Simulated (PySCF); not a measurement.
# C5H6FNO2: the cost of one run

Computed with PySCF 2.14.0 and routines of our own; the level stands in each step. Atoms count from 0.

## 1. The starting structure

15 atoms, charge 0, multiplicity 1; geometry from: GFN2-xTB.

## 2. Magnetic properties: GIAO BHandHLYP/pcSseg-1

What the job is given:

```
{"job": {"kind": "mag", "xc": "BHandHLYP", "basis": "pcSseg-1", "isotopologues": 0}, "charge": 0, "multiplicity": 1}
C      0.376839     1.311303     0.571903
C      0.134202     0.251832    -0.505669
C      1.008008    -0.970062    -0.287552
O      0.604766    -2.099295    -0.222578
O      2.296846    -0.647990    -0.194797
C     -1.339456    -0.184203    -0.563751
F     -2.100051     0.852558    -1.061702
C     -1.833942    -0.568050     0.748508
N     -2.221117    -0.854403     1.783058
H     -0.269403     2.167536     0.393550
H      1.412418     1.637754     0.542904
H      0.159831     0.911452     1.560503
H      0.394249     0.674360    -1.483816
H      2.839201    -1.440448    -0.052450
H     -1.466806    -1.034356    -1.250024
```

Method: GIAO BHandHLYP/pcSseg-1 magnetisability, rotational g tensor and spin-rotation constants, non-relativistic, gas phase.

The run is started by

```
$ OMP_NUM_THREADS=1 python excited_run.py task.json out
```

This one command runs all jobs of the session in turn.

**Question.** How long does this first job take on 1 thread of Intel Xeon 6975P-C, shared host, and how much memory does it need?

About 27 s, with a peak of 0.82 GiB.
